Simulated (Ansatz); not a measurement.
# BBrH2N: the cost of one run

Computed with Ansatz 0.2.0, Gaussian basis. Level: PBE0-D4/6-31G.

1 further run of the same task is left out (it didn't finish).

## (1) The starting structure

5 atoms, charge -1, spin multiplicity 1.

Atoms are counted from 1 here; the program's logs count them from 0.

Bond lengths: N1–B2 1.308 Å, N1–H4 1.011 Å, B2–Br3 2.165 Å, B2–H5 1.180 Å. Angles: B2–N1–H4 125.4°, N1–B2–Br3 124.7°, N1–B2–H5 128.3°, Br3–B2–H5 107.1°.

Geometry (Å):

```xyz
5
BBrH2N
N    -0.45516   -1.00682   -0.12308
B     0.36487   -0.04011    0.19760
Br    0.02427    2.05538   -0.22492
H    -1.33907   -0.89128   -0.59986
H     1.40509   -0.11717    0.75026
```

## (2) Dynamics

The input, md/in.yaml:

```yaml
crystal:
  periodic: [false, false, false]
  atoms:
    - {symbol: N, position_ang: [-0.455160, -1.006820, -0.123080]}
    - {symbol: B, position_ang: [0.364870, -0.040110, 0.197600]}
    - {symbol: Br, position_ang: [0.024270, 2.055380, -0.224920]}
    - {symbol: H, position_ang: [-1.339070, -0.891280, -0.599860]}
    - {symbol: H, position_ang: [1.405090, -0.117170, 0.750260]}
basis:
  gaussian: {orbitals: 6-31G}
total_charge: -1
hamiltonian: {xc: pbe0, dispersion: d4}
md: {n_steps: 40, timestep: 0.25, temperature: 200, ensemble: nvt_nose_hoover, seed: 566, initial_velocities: maxwell_boltzmann}
```

The run is started by

```console
> ansatz run in.yaml --threads 2 --pin off --events-out ev --progress --plain --max-ram 3481MiB
```

What time and memory should one allow on 2 threads of Arm Neoverse V1, shared host?

About 40 s, with a peak of 0.1 GiB.
